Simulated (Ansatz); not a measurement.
# BH₃S₂Si: a spread of methods and bases

How do the results and run time of BH₃S₂Si respond when the settings are drawn wide?

The runs use Ansatz 0.2.0, Gaussian basis; the settings change from run to run.

### 1 The relaxed structure

The geometry comes from an earlier relaxation with PBE0-D4 in a triple-zeta def2 set; it is a stationary point, not always the lowest conformer.

SMILES `B1[SiH2]SS1`, 7 atoms, charge 0, spin multiplicity 1.

Atoms are counted from 1 here; the program's logs count them from 0.

Bond lengths: B1–Si2 1.995 Å, B1–S4 1.761 Å, B1–H5 1.189 Å, Si2–S3 2.184 Å, Si2–H6 1.487 Å, Si2–H7 1.487 Å, S3–S4 2.108 Å. Angles: Si2–B1–S4 96.5°, Si2–B1–H5 141.6°, S4–B1–H5 121.9°, B1–Si2–S3 86.6°, B1–Si2–H6 118.8°, B1–Si2–H7 118.7°, S3–Si2–H6 111.1°, S3–Si2–H7 111.1°, H6–Si2–H7 108.4°, Si2–S3–S4 81.6°, B1–S4–S3 95.3°.

### 2 B97M-V/6-31G

Set apart from the defaults: unrestricted orbitals, atoms shaken by 0.15 Å.

File in.yaml:

```yaml
crystal:
  periodic: [false, false, false]
  atoms:
    - {symbol: B, position_ang: [-0.955302, 0.098584, -0.682401]}
    - {symbol: Si, position_ang: [0.565586, 0.593480, 0.251090]}
    - {symbol: S, position_ang: [0.349464, -1.695737, 0.457360]}
    - {symbol: S, position_ang: [-1.192381, -1.186986, -0.599919]}
    - {symbol: H, position_ang: [-1.333132, 0.931219, -1.288622]}
    - {symbol: H, position_ang: [0.346834, 0.929261, 1.871891]}
    - {symbol: H, position_ang: [2.188669, 0.399337, -0.173314]}
basis:
  gaussian: {orbitals: 6-31G}
magnetization: {spin_polarized: true, initial_magnetization: 0}
hamiltonian: {xc: {name: B97M-V}}
```

The run is started by

```sh
> ansatz run in.yaml --threads 2 --pin off --events-out ev --progress --plain --max-ram 4352MiB
```

The log of the run:

```text
Functional definition: B97M-V
  name "B97M-V"
  cite "Mardirossian & Head-Gordon, J. Chem. Phys. 142, 074111 (2015) doi:10.1063/1.4907719"
  cite "Becke, J. Chem. Phys. 107, 8554 (1997) doi:10.1063/1.475007"
  cite "Vydrov & Van Voorhis, J. Chem. Phys. 133, 244103 (2010) doi:10.1063/1.3521275"
  # Of w^i u^j: cxij and so on, Table III.
  parameter cx00 = 1.000
  parameter cx01 = 1.308
  parameter cx02 = 1.901
  parameter cx10 = 0.416
  parameter cx11 = 3.070
  parameter css00 = 1.000
  parameter css02 = -1.855
  parameter css10 = -5.668
  parameter css32 = -20.497
  parameter css42 = -20.364
  parameter cos00 = 1.000
  parameter cos01 = 1.573
  parameter cos03 = -6.298
  parameter cos10 = 2.535
  parameter cos32 = -6.427
  parameter b = 6.0
  parameter c = 0.01
  gx(w, u) = cx00 + cx01*u + cx02*u^2 + (cx10 + cx11*u)*w
  gss(w, u) = css00 + css02*u^2 + css10*w + (css32*w^3 + css42*w^4)*u^2
  gos(w, u) = cos00 + cos01*u + cos03*u^3 + cos10*w + cos32*w^3*u^2
  exchange = spin_sum(e_x_unif_s*gx(b97_w, b97_u_x))
  correlation = spin_sum(e_c_pw_mod_same_spin*gss(b97_w, b97_u_same))
      + integral(e_c_pw_mod_opposite_spin*gos(b97_w_opposite, b97_u_opposite)) + vv10(b, c)
647 factors; integrals over basis functions are off by at most 1.9e-4 eV
mean field evaluation 1: about -30250.3800 eV, gradient 2.4e1 eV
mean field evaluation 2: about -30247.7683 eV, gradient 2.9e1 eV
mean field evaluation 4: about -30253.9817 eV, gradient 2.3e0 eV
mean field evaluation 8: about -30254.0182 eV, gradient 4.7e-2 eV
mean field -30254.01822668 eV, -1111.8146629202 hartree, gradient 6.0e-5 eV, S^2 0.000000; 0 other end points of the search recorded, 0 dependent functions left out
reference -30254.01827394 eV, -1111.8146646570 hartree; 27, 27 occupied and 27, 27 virtual orbitals, 647 factors
Total energy: -30254.01827394 eV, -1111.8146646570 hartree
```

It took 6 s on 2 threads of Arm Neoverse V1, shared host.

⟨S²⟩ 0.000.

### 3 r2SCANh/x2c-TZVPPall

This run has density fitting with def2-universal-jkfit, D3(BJ) with three-body dispersion, the search for lower states set to off.

File in.yaml:

```yaml
crystal:
  periodic: [false, false, false]
  atoms:
    - {symbol: B, position_ang: [-0.878455, 0.288760, -0.768046]}
    - {symbol: Si, position_ang: [0.692724, 0.309220, 0.461942]}
    - {symbol: S, position_ang: [0.380402, -1.841182, 0.685946]}
    - {symbol: S, position_ang: [-1.201719, -1.437946, -0.647538]}
    - {symbol: H, position_ang: [-1.540629, 1.006605, -1.445733]}
    - {symbol: H, position_ang: [0.570593, 1.007726, 1.769215]}
    - {symbol: H, position_ang: [2.038283, 0.598916, -0.101487]}
basis:
  gaussian: {orbitals: x2c-TZVPPall, fitting: {mean_field: def2-universal-jkfit}}
hamiltonian: {xc: {name: r2SCANh}, dispersion: d3bjatm}
scf: {lower_state_search: off}
output: {forces: true}
```

Same command.

The log of the run, shortened:

```text
Functional definition: r2SCANh
  name "r2SCANh"
  cite "Bursch, Neugebauer, Ehlert & Grimme, J. Chem. Phys. 156, 134105 (2022) doi:10.1063/5.0086040"
  cite "Furness, Kaplan, Ning, Perdew & Sun, J. Phys. Chem. Lett. 11, 8208 (2020) doi:10.1021/acs.jpclett.0c02405"
  cite "Furness, Kaplan, Ning, Perdew & Sun, J. Phys. Chem. Lett. 11, 9248 (2020) doi:10.1021/acs.jpclett.0c03077"
  parent r2scan
[...]
513 factors; integrals over basis functions are off by at most 1.3e0 eV
[...]
mean field -30348.38495701 eV, -1115.2825762959 hartree, gradient 5.2e-6 eV, S^2 0.000000; 0 other end points of the search recorded, 0 dependent functions left out
[...]
reference -30348.38496794 eV, -1115.2825766975 hartree; 27, 27 occupied and 172, 172 virtual orbitals, 513 factors
Total energy: -30348.44851196 eV, -1115.2849118973 hartree
Relativity: scalar
Atom 0 at    -0.878455     0.288760    -0.768046 Å, force    -0.012435     0.106863    -0.036407 eV/Å
Atom 1 at     0.692724     0.309220     0.461942 Å, force     0.017919     0.051831     0.003029 eV/Å
Atom 2 at     0.380402    -1.841182     0.685946 Å, force     0.084235    -0.071666     0.081656 eV/Å
Atom 3 at    -1.201719    -1.437946    -0.647538 Å, force    -0.073228     0.005066    -0.057377 eV/Å
Atom 4 at    -1.540629     1.006605    -1.445733 Å, force     0.033055    -0.055129     0.039192 eV/Å
Atom 5 at     0.570593     1.007726     1.769215 Å, force     0.013119    -0.029194    -0.062978 eV/Å
Atom 6 at     2.038283     0.598916    -0.101487 Å, force    -0.062667    -0.007770     0.032885 eV/Å
Dipole moment:     0.033171     0.235297    -0.025036 e Å
Checks for a lower state left out: stability, starts, cluster_reference, orbital_swaps, neighbouring_geometries, increment
```

Run time: 4.2 s. Hardware: 2 threads of Arm Neoverse V1, shared host.

Largest force 0.137 eV/Å, dipole 1.15 D.

### 4 RPBE/cc-pVTZ-DK

Set apart from the defaults: atoms shaken by 0.15 Å, the search for lower states set to full.

File in.yaml:

```yaml
crystal:
  periodic: [false, false, false]
  atoms:
    - {symbol: B, position_ang: [-0.950278, 0.096280, -0.687084]}
    - {symbol: Si, position_ang: [0.970010, 0.332382, 0.509355]}
    - {symbol: S, position_ang: [0.417147, -1.837960, 0.449596]}
    - {symbol: S, position_ang: [-1.375247, -1.440272, -0.500909]}
    - {symbol: H, position_ang: [-1.401259, 1.037465, -1.447555]}
    - {symbol: H, position_ang: [0.625763, 0.950752, 1.840509]}
    - {symbol: H, position_ang: [2.117291, 0.495386, 0.071744]}
basis:
  gaussian: {orbitals: cc-pVTZ-DK}
hamiltonian: {xc: {name: RPBE}}
scf: {lower_state_search: full}
```

The command is unchanged.

The log of the run:

```text
Functional definition: RPBE
  name "RPBE"
  cite "Hammer, Hansen & Nørskov, Phys. Rev. B 59, 7413 (1999) doi:10.1103/PhysRevB.59.7413"
  cite "Perdew, Burke & Ernzerhof, Phys. Rev. Lett. 77, 3865 (1996) doi:10.1103/PhysRevLett.77.3865"
  parameter kappa = 0.804
  parameter beta = 0.06672455060314922
  exchange = rpbe_x(kappa = kappa, mu = beta*pi^2/3)
  correlation = pbe_c(beta = beta)
1202 factors; their error is unknown
mean field evaluation 1: about -30342.5848 eV, gradient 3.9e1 eV
mean field evaluation 2: about -30331.9641 eV, gradient 6.5e1 eV
mean field evaluation 4: about -30347.2747 eV, gradient 1.9e0 eV
mean field evaluation 8: about -30347.2866 eV, gradient 2.8e-1 eV
mean field evaluation 16: about -30347.2279 eV, gradient 1.9e-4 eV
mean field -30347.22786766 eV, -1115.2400540467 hartree, gradient 5.4e-5 eV, S^2 0.000000; 0 other end points of the search recorded, 0 dependent functions left out
reference -30347.22790565 eV, -1115.2400554429 hartree; 27, 27 occupied and 147, 147 virtual orbitals, 1202 factors
Total energy: -30347.22790565 eV, -1115.2400554429 hartree
Relativity: scalar
```

It took 2.9 s on 2 threads of Arm Neoverse V1, shared host.

### 5 revPBE0/def2-mTZVPP

This run has charge -1, multiplicity 2, atoms shaken by 0.15 Å, D3(BJ) with three-body dispersion.

File in.yaml:

```yaml
crystal:
  periodic: [false, false, false]
  atoms:
    - {symbol: B, position_ang: [-0.775351, 0.393965, -0.582612]}
    - {symbol: Si, position_ang: [0.870906, 0.247936, 0.548869]}
    - {symbol: S, position_ang: [0.498078, -1.874336, 0.750122]}
    - {symbol: S, position_ang: [-1.166624, -1.451457, -0.512455]}
    - {symbol: H, position_ang: [-1.612547, 1.243265, -1.289164]}
    - {symbol: H, position_ang: [0.695937, 1.296826, 1.561403]}
    - {symbol: H, position_ang: [1.778326, 0.608749, -0.164499]}
basis:
  gaussian: {orbitals: def2-mTZVPP}
total_charge: -1
magnetization: {spin_polarized: true, initial_magnetization: 1}
hamiltonian: {xc: {name: revPBE0}, dispersion: d3bjatm}
output: {forces: true}
```

Launched as before.

The log of the run, shortened:

```text
Functional definition: revPBE0
  name "revPBE0"
  cite "Zhang & Yang, Phys. Rev. Lett. 80, 890 (1998) doi:10.1103/PhysRevLett.80.890"
  cite "Adamo & Barone, J. Chem. Phys. 110, 6158 (1999) doi:10.1063/1.478522"
  cite "Perdew, Burke & Ernzerhof, Phys. Rev. Lett. 77, 3865 (1996) doi:10.1103/PhysRevLett.77.3865"
[...]
1054 factors; integrals over basis functions are off by at most 1.0e-3 eV
[...]
mean field -30267.93080740 eV, -1112.3259408316 hartree, gradient 2.5e-7 eV, S^2 0.765728; 5 other end points of the search recorded, 0 dependent functions left out
[...]
reference -30267.93084699 eV, -1112.3259422865 hartree; 28, 27 occupied and 87, 88 virtual orbitals, 1054 factors
Total energy: -30268.40934370 eV, -1112.3435267164 hartree
Atom 0 at    -0.775351     0.393965    -0.582612 Å, force    -1.315972     0.776385    -0.824534 eV/Å
Atom 1 at     0.870906     0.247936     0.548869 Å, force    -8.533604    -1.328625     3.452504 eV/Å
Atom 2 at     0.498078    -1.874336     0.750122 Å, force     0.676906    -0.007787     0.602960 eV/Å
Atom 3 at    -1.166624    -1.451457    -0.512455 Å, force    -0.949239    -0.210828    -0.821895 eV/Å
Atom 4 at    -1.612547     1.243265    -1.289164 Å, force     1.503928    -1.552146     1.404073 eV/Å
Atom 5 at     0.695937     1.296826     1.561403 Å, force     0.523361     0.153441     1.142202 eV/Å
Atom 6 at     1.778326     0.608749    -0.164499 Å, force     8.094620     2.169559    -4.955309 eV/Å
Dipole moment:     0.447117    -0.330219     0.321953 e Å
```

Run time: 16 s. Hardware: 2 threads of Arm Neoverse V1, shared host.

Largest force 9.736 eV/Å, ⟨S²⟩ 0.766.

### 6 CAM-B3LYP/6-31G

This run has finite nuclei, D3(BJ) with three-body dispersion, relativity set to none.

File in.yaml:

```yaml
crystal:
  periodic: [false, false, false]
  atoms:
    - {symbol: B, position_ang: [-0.878455, 0.288760, -0.768046]}
    - {symbol: Si, position_ang: [0.692724, 0.309220, 0.461942]}
    - {symbol: S, position_ang: [0.380402, -1.841182, 0.685946]}
    - {symbol: S, position_ang: [-1.201719, -1.437946, -0.647538]}
    - {symbol: H, position_ang: [-1.540629, 1.006605, -1.445733]}
    - {symbol: H, position_ang: [0.570593, 1.007726, 1.769215]}
    - {symbol: H, position_ang: [2.038283, 0.598916, -0.101487]}
basis:
  gaussian: {orbitals: 6-31G, nuclear_model: gaussian}
hamiltonian: {xc: {name: CAM-B3LYP}, dispersion: d3bjatm, pseudopotentials: {relativity: none}}
```

Launched as before.

The log of the run, shortened:

```text
Functional definition: CAM-B3LYP
  name "CAM-B3LYP"
  cite "Yanai, Tew & Handy, Chem. Phys. Lett. 393, 51 (2004) doi:10.1016/j.cplett.2004.06.011"
  cite "Iikura, Tsuneda, Yanai & Hirao, J. Chem. Phys. 115, 3540 (2001) doi:10.1063/1.1383587"
  cite "Becke, Phys. Rev. A 38, 3098 (1988) doi:10.1103/PhysRevA.38.3098"
  cite "Lee, Yang & Parr, Phys. Rev. B 37, 785 (1988) doi:10.1103/PhysRevB.37.785"
  cite "Vosko, Wilk & Nusair, Can. J. Phys. 58, 1200 (1980) doi:10.1139/p80-159"
[...]
  # Exact exchange under (alpha + beta erf(omega r))/r, Becke's under what is left of 1/r.
[...]
647 factors; integrals over basis functions are off by at most 2.1e-4 eV
278 factors; integrals over basis functions are off by at most 5.0e-6 eV
[...]
mean field -30269.23010812 eV, -1112.3736892523 hartree, gradient 1.4e-5 eV, S^2 0.000000; 0 other end points of the search recorded, 0 dependent functions left out
reference -30269.23022681 eV, -1112.3736936140 hartree; 27, 27 occupied and 27, 27 virtual orbitals, 647 factors
Total energy: -30269.42982807 eV, -1112.3810288250 hartree
```

It took 1.2 s on 2 threads of Arm Neoverse V1, shared host.

### 7 PBEsol/aug-cc-pVTZ

Set apart from the defaults: density fitting with cc-pVTZ-jkfit, D3(BJ) with three-body dispersion.

Edit in.yaml of step 6 so:

```diff
@@ -11,3 +11,4 @@
 basis:
-  gaussian: {orbitals: 6-31G, nuclear_model: gaussian}
-hamiltonian: {xc: {name: CAM-B3LYP}, dispersion: d3bjatm, pseudopotentials: {relativity: none}}
+  gaussian: {orbitals: aug-cc-pVTZ, fitting: {mean_field: cc-pVTZ-jkfit}}
+hamiltonian: {xc: {name: PBEsol}, dispersion: d3bjatm}
+output: {forces: true}
```

The command is unchanged.

The log of the run, shortened:

```text
Functional definition: PBEsol
  name "PBEsol"
  cite "Perdew et al., Phys. Rev. Lett. 100, 136406 (2008) doi:10.1103/PhysRevLett.100.136406"
  cite "Perdew, Burke & Ernzerhof, Phys. Rev. Lett. 77, 3865 (1996) doi:10.1103/PhysRevLett.77.3865"
  parent pbesol
[...]
532 factors; integrals over basis functions are off by at most 7.4e-1 eV
[...]
mean field -30208.44129765 eV, -1110.1397416718 hartree, gradient 6.6e-5 eV, S^2 0.000000; 0 other end points of the search recorded, 0 dependent functions left out
[...]
reference -30208.44136708 eV, -1110.1397442233 hartree; 27, 27 occupied and 238, 238 virtual orbitals, 532 factors
Total energy: -30208.53524539 eV, -1110.1431941875 hartree
Atom 0 at    -0.878455     0.288760    -0.768046 Å, force     0.132229     0.037153     0.093106 eV/Å
Atom 1 at     0.692724     0.309220     0.461942 Å, force    -0.219651     0.101164    -0.193890 eV/Å
Atom 2 at     0.380402    -1.841182     0.685946 Å, force     0.182379    -0.353351     0.220261 eV/Å
Atom 3 at    -1.201719    -1.437946    -0.647538 Å, force    -0.200258    -0.060076    -0.143293 eV/Å
Atom 4 at    -1.540629     1.006605    -1.445733 Å, force    -0.139182     0.124951    -0.135834 eV/Å
Atom 5 at     0.570593     1.007726     1.769215 Å, force    -0.009883     0.111790     0.248617 eV/Å
Atom 6 at     2.038283     0.598916    -0.101487 Å, force     0.254366     0.038369    -0.088967 eV/Å
Dipole moment:     0.039552     0.207689    -0.014077 e Å
```

Run time: 5.5 s. Hardware: 2 threads of Arm Neoverse V1, shared host.

Largest force 0.455 eV/Å, dipole 1.02 D.

### 8 HF/aug-pcseg-2

Options: unrestricted orbitals, the search for lower states set to full.

Edit in.yaml of step 7 so:

```diff
@@ -11,4 +11,5 @@
 basis:
-  gaussian: {orbitals: aug-cc-pVTZ, fitting: {mean_field: cc-pVTZ-jkfit}}
-hamiltonian: {xc: {name: PBEsol}, dispersion: d3bjatm}
-output: {forces: true}
+  gaussian: {orbitals: aug-pcseg-2}
+magnetization: {spin_polarized: true, initial_magnetization: 0}
+hamiltonian: {xc: {name: HF}}
+scf: {lower_state_search: full}
```

Same command.

The log of the run:

```text
Functional definition: HF
  name "HF"
  cite "Fock, Z. Phys. 61, 126 (1930) doi:10.1007/BF01340294"
  parent pbe
  exchange = exact_x
  correlation = 0
1623 factors; their error is unknown
mean field evaluation 1: about -30215.6834 eV, gradient 1.2e1 eV
mean field evaluation 2: about -30217.0275 eV, gradient 4.5e0 eV
mean field evaluation 4: about -30217.2258 eV, gradient 3.9e-1 eV
mean field evaluation 8: about -30217.8756 eV, gradient 4.4e-1 eV
mean field -30217.87576412 eV, -1110.4864519194 hartree, gradient 2.4e-5 eV, S^2 0.000000; 0 other end points of the search recorded, 0 dependent functions left out
reference -30217.87576412 eV, -1110.4864519194 hartree; 27, 27 occupied and 238, 238 virtual orbitals, 1623 factors
Total energy: -30217.87576412 eV, -1110.4864519194 hartree
```

It took 11 s on 2 threads of Arm Neoverse V1, shared host; peak memory 1 GiB.

⟨S²⟩ 0.000.

### 9 RPBE/cc-pVDZ

Options: multiplicity 3, atoms shaken by 0.03 Å, D3(BJ) with three-body dispersion.

File in.yaml:

```yaml
crystal:
  periodic: [false, false, false]
  atoms:
    - {symbol: B, position_ang: [-0.841916, 0.277172, -0.804893]}
    - {symbol: Si, position_ang: [0.642158, 0.308836, 0.510745]}
    - {symbol: S, position_ang: [0.364137, -1.854517, 0.665631]}
    - {symbol: S, position_ang: [-1.188225, -1.403391, -0.684584]}
    - {symbol: H, position_ang: [-1.567177, 0.972320, -1.420519]}
    - {symbol: H, position_ang: [0.562614, 1.027127, 1.785397]}
    - {symbol: H, position_ang: [2.016701, 0.585154, -0.104748]}
basis:
  gaussian: {orbitals: cc-pVDZ}
magnetization: {spin_polarized: true, initial_magnetization: 2}
hamiltonian: {xc: {name: RPBE}, dispersion: d3bjatm}
```

Launched as before.

The log of the run, shortened:

```text
Functional definition: RPBE
  name "RPBE"
  cite "Hammer, Hansen & Nørskov, Phys. Rev. B 59, 7413 (1999) doi:10.1103/PhysRevB.59.7413"
  cite "Perdew, Burke & Ernzerhof, Phys. Rev. Lett. 77, 3865 (1996) doi:10.1103/PhysRevLett.77.3865"
[...]
1068 factors; their error is unknown
[...]
mean field -30268.51536901 eV, -1112.3474230746 hartree, gradient 9.5e-6 eV, S^2 2.004583; 8 other end points of the search recorded, 0 dependent functions left out
reference -30268.51540358 eV, -1112.3474243448 hartree; 28, 26 occupied and 55, 57 virtual orbitals, 1068 factors
Total energy: -30270.20904180 eV, -1112.4096644015 hartree
```

Run time: 9 s. Hardware: 2 threads of Arm Neoverse V1, shared host.

⟨S²⟩ 2.005.

### 10 PBE0-DH/x2c-TZVPPall

This run has multiplicity 3, atoms shaken by 0.15 Å, the search for lower states set to light.

File in.yaml:

```yaml
crystal:
  periodic: [false, false, false]
  atoms:
    - {symbol: B, position_ang: [-0.959587, 0.569095, -0.446809]}
    - {symbol: Si, position_ang: [0.685414, 0.400946, 0.390353]}
    - {symbol: S, position_ang: [0.588246, -1.947946, 0.703684]}
    - {symbol: S, position_ang: [-0.942363, -1.347770, -0.520023]}
    - {symbol: H, position_ang: [-1.664220, 1.144944, -1.268854]}
    - {symbol: H, position_ang: [0.738889, 0.743913, 1.715877]}
    - {symbol: H, position_ang: [2.018454, 0.798908, 0.002032]}
basis:
  gaussian: {orbitals: x2c-TZVPPall}
magnetization: {spin_polarized: true, initial_magnetization: 2}
hamiltonian: {xc: {name: PBE0-DH}}
scf: {lower_state_search: light}
output: {forces: true}
```

Launched as before.

The log of the run, shortened:

```text
Functional definition: PBE0-DH
  name "PBE0-DH"
  cite "Brémond & Adamo, J. Chem. Phys. 135, 024106 (2011) doi:10.1063/1.3604569"
  cite "Perdew, Burke & Ernzerhof, Phys. Rev. Lett. 77, 3865 (1996) doi:10.1103/PhysRevLett.77.3865"
[...]
1179 factors; integrals over basis functions are off by at most 1.2e-3 eV
[...]
mean field -30331.79502885 eV, -1114.6729076810 hartree, gradient 5.5e-6 eV, S^2 2.019498; 2 other end points of the search recorded, 0 dependent functions left out
16 core orbitals not correlated: weight in the atoms' cores, before any rotation towards them, 1.000 or more for the frozen orbitals, at most 0.000 for the correlated occupied ones
reference -30331.79505050 eV, -1114.6729084769 hartree; 12, 10 occupied and 171, 173 virtual orbitals, 1179 factors
second order -19.22562752 eV of doubles, -0.00000000 eV of singles
[...]
Total energy: -30334.19825394 eV, -1114.7612245744 hartree
Relativity: scalar
Atom 0 at    -0.959587     0.569095    -0.446809 Å, force    -0.748569     0.108993    -0.977843 eV/Å
Atom 1 at     0.685414     0.400946     0.390353 Å, force     0.920787     0.283916    -0.228227 eV/Å
Atom 2 at     0.588246    -1.947946     0.703684 Å, force    -0.938385     1.872402    -1.212019 eV/Å
Atom 3 at    -0.942363    -1.347770    -0.520023 Å, force    -0.850008    -2.201739    -0.234159 eV/Å
Atom 4 at    -1.664220     1.144944    -1.268854 Å, force     0.608168    -0.548326     0.632213 eV/Å
Atom 5 at     0.738889     0.743913     1.715877 Å, force     0.098897     0.581737     2.687897 eV/Å
Atom 6 at     2.018454     0.798908     0.002032 Å, force     0.909112    -0.096983    -0.667861 eV/Å
Dipole moment:     0.216767    -0.280882     0.067382 e Å
```

Wall time 38 s (2 threads of Arm Neoverse V1, shared host); peak memory 0.98 GiB.

Largest force 2.752 eV/Å, dipole 1.73 D, ⟨S²⟩ 2.019.

### 11 The runs in one table

| level | charge | multiplicity | geometry | functions | energy (eV) | time |
| --- | --- | --- | --- | --- | --- | --- |
| B97M-V/6-31G | 0 | 1 | shaken | 54 | -30254.018 | 6 s |
| r2SCANh/x2c-TZVPPall | 0 | 1 | relaxed | 199 | -30348.449 | 4.2 s |
| RPBE/cc-pVTZ-DK | 0 | 1 | shaken | 174 | -30347.228 | 2.9 s |
| revPBE0/def2-mTZVPP | -1 | 2 | shaken | 115 | -30268.409 | 16 s |
| CAM-B3LYP/6-31G | 0 | 1 | relaxed | 54 | -30269.430 | 1.2 s |
| PBEsol/aug-cc-pVTZ | 0 | 1 | relaxed | 265 | -30208.535 | 5.5 s |
| HF/aug-pcseg-2 | 0 | 1 | relaxed | 265 | -30217.876 | 11 s |
| RPBE/cc-pVDZ | 0 | 3 | shaken | 83 | -30270.209 | 9 s |
| PBE0-DH/x2c-TZVPPall | 0 | 3 | shaken | 199 | -30334.198 | 38 s |

### 12 Outcome

| quantity | value |
| --- | --- |
| runs | 9 |
| quickest | CAM-B3LYP/6-31G, 1.2 s |
| slowest | PBE0-DH/x2c-TZVPPall, 38 s |
| spread of total energies, same state and geometry | 139.9 eV |
| dipole, same state and geometry | 1.02 to 1.15 D |

Run time spans a factor of 30, from CAM-B3LYP/6-31G to PBE0-DH/x2c-TZVPPall. The jobs differ in tasks and options as well as level. Total energies at one charge and spin differ by 140 eV between levels, so only differences within one level mean anything. Some of these runs are scalar-relativistic and others not, which shifts the totals of all-electron atoms past neon by eV; core potentials, where a basis has them, take the core out of the total altogether. At the PBE0-D4/def2-TZVP geometry and in the same state, runs without warnings or point charges leave forces up to 0.45 eV/Å (PBEsol/aug-cc-pVTZ).
